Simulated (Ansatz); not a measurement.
# Tin, dhcp under PBEsol: ground state and equation of state

The plan for tin in the dhcp structure: relax it, solve it on a dense k-mesh, then scale the cell to 7 volumes from 88 to 112 % of the relaxed one and try a fit of the equation of state. Spin polarisation is left out. The k-meshes are 11×11×3 for the relaxation; 14×14×4 for the dense run; 12×12×4 for the volumes.

Method: DFT PBEsol, plane waves (420 eV) with PAW, scalar-relativistic; the PAW data stem from PBE, with regenerated cores, in Ansatz 0.2.0.

## Step 1: The structure to begin with

Symmetry: P6_3/mmc, No. 194, hexagonal system. The conventional cell has a = 3.410 Å, b = 3.410 Å, c = 11.137 Å, α = 90.00°, β = 90.00°, γ = 120.00°. Sn (site symmetry -3m) is surrounded by 12 Sn at 3.41 Å. Sn (site symmetry -6m2) has 12 Sn at 3.41 Å as nearest neighbours.

Structure file:

```cif
data_structure
_symmetry_space_group_name_H-M 'P 1'
_symmetry_Int_Tables_number 1
_cell_length_a 3.4099
_cell_length_b 3.4099
_cell_length_c 11.1366
_cell_angle_alpha 90.000
_cell_angle_beta 90.000
_cell_angle_gamma 120.000
_cell_volume 112.14
loop_
_atom_site_label
_atom_site_type_symbol
_atom_site_fract_x
_atom_site_fract_y
_atom_site_fract_z
_atom_site_occupancy
Sn1 Sn 0.00000 0.00000 0.00000 1
Sn2 Sn 0.00000 0.00000 0.50000 1
Sn3 Sn 0.33333 0.66667 0.25000 1
Sn4 Sn 0.66667 0.33333 0.75000 1
```

## Step 2: Relaxation of the cell

File input.yaml:

```yaml
crystal:
  lattice:
    - [3.4098662044, 0.0, 0.0]
    - [-1.7049331022, 2.9530307565, 0.0]
    - [0.0, 0.0, 11.1366230234]
  atoms:
    - { symbol: Sn, position: [0.0, 0.0, 0.0] }
    - { symbol: Sn, position: [0.0, 0.0, 0.5] }
    - { symbol: Sn, position: [0.3333333333, 0.6666666667, 0.25] }
    - { symbol: Sn, position: [0.6666666667, 0.3333333333, 0.75] }
hamiltonian:
  xc: pbesol
  pseudopotentials:
    kind: paw
    azcp:
      Sn: "pseudopotentials/Sn.paw.azcp"
basis:
  ecutwfc: 420
  fft_grid_basis: typed
kpoints:
  mp_grid: { grid: [11, 11, 3], shift: [0, 0, 0] }
magnetization:
  spin_polarized: false
scf:
  occupations: { method: fermi_dirac, width: 0.1 }
relax:
  max_steps: 60
  f_tol: 0.01
  cell: {}
```

After this run come: Single point on a dense mesh; At 88 % of the relaxed volume; At 92 % of the relaxed volume; At 96 % of the relaxed volume; At 100 % of the relaxed volume; At 104 % of the relaxed volume; At 108 % of the relaxed volume; At 112 % of the relaxed volume.

Q: Predict the outcome of this session. Wanted: space group; conventional cell; volume; shortest distance; gap on the mesh; relative to beta-Sn; V₀, B₀, B₀′.

**Answer**, as computed:

| quantity | value |
| --- | --- |
| space group (spins left aside) | P6_3/mmc (No. 194) |
| conventional cell | a = 3.326 Å, c = 10.998 Å (c/a = 3.306) |
| volume | 26.347 Å³/atom |
| shortest distance | 3.326 Å |
| gap on the mesh | none (levels filled in part) |
| relative to beta-Sn (white tin) | +26 meV/atom |
| V₀, B₀, B₀′ | 26.435 Å³/atom, 54 GPa, 4.6 |

**Reading.** From the guessed start the volume shrank by 6.0 % in 5 steps. Against the reference form of tin (beta-Sn (white tin), computed apart with the same settings) it stands 26 meV/atom higher. Levels at the Fermi energy are filled in part, as in a metal. The fitted modulus is 54 GPa; letting shape and positions relax at each volume could only lower it. Relaxation kept the symmetry; phonons were not checked.
